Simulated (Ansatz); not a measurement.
CH4BrSn, SMILES [CH3][SnH][Br]: an atomisation energy, run with the Ansatz DFT code, driven from Python.

The script, `tae.py`:
```python
"""Energy to split CH4BrSn into its atoms."""

from collections import Counter

import ansatz


def energy_of(molecule, charge=0, unpaired=0):
    calc = molecule.calculation().basis(gaussian="x2c-TZVPPall").functional("r2scan0")
    if charge:
        calc = calc.charge(charge)
    if unpaired:
        calc = calc.spin("collinear", total=unpaired)
    report = calc.run(threads=1, pin="off").report
    if report["published_state_doubts"]:
        print("  doubts:", report["published_state_doubts"])
    return report["free_energy_ev"]

system = (
    ansatz.Crystal.molecule()
    .atom("C", (-0.7683, 0.5235, -0.1692))
    .atom("Sn", (0.5934, -1.0448, -0.2272))
    .atom("Br", (1.3479, -1.5236, 2.1044))
    .atom("H", (-0.2597, 1.4821, 0.2421))
    .atom("H", (-1.6821, 0.2735, 0.4302))
    .atom("H", (-1.1629, 0.8018, -1.2137))
    .atom("H", (1.9928, -0.5805, -1.2123))
)

# unpaired electrons of the ground-state atoms
unpaired = {"C": 2, "Sn": 2, "Br": 1, "H": 1}
counts = Counter(site.symbol for site in system.cartesian_sites)
atom_energy = {s: energy_of(ansatz.Crystal.molecule().atom(s, (0, 0, 0)), 0, unpaired[s]) for s in counts}
whole = energy_of(system, 0, 1)
for s, e in atom_energy.items():
    print(f"{s:2s} x{counts[s]}  {e:14.5f} eV")
print(f"CH4BrSn: {whole:.5f} eV")
split = sum(counts[s] * e for s, e in atom_energy.items()) - whole
print(f"atomisation energy (no zero-point term): {23.060548 * split:.1f} kcal/mol, {split / sum(counts.values()):.3f} eV an atom")
```

What does it cost to take this molecule apart into atoms?

482.9 kcal/mol from the electronic energies, without the zero-point term.

The run itself:

```console
$ python tae.py
C  x1     -1029.92964 eV
Sn x1   -168073.74277 eV
Br x1    -70918.01140 eV
H  x4       -13.60234 eV
CH4BrSn: -240097.03440 eV
atomisation energy (no zero-point term): 482.9 kcal/mol, 2.992 eV an atom
```

Caveats:
- Total energies depend on the basis set; only differences at equal settings carry meaning.
- The geometry is a force-field or estimated start, not a minimum of this method, and the basis set is short of its limit. All parts are taken at fixed geometry, without zero-point energy.
- The species is open-shell (spin multiplicity 2).
- The spin-orbit lowering of heavy atoms is left out.
- Hardware and time: 72 s on 1 thread of Arm Neoverse N1 (shared host), peak memory 0.87 GiB.
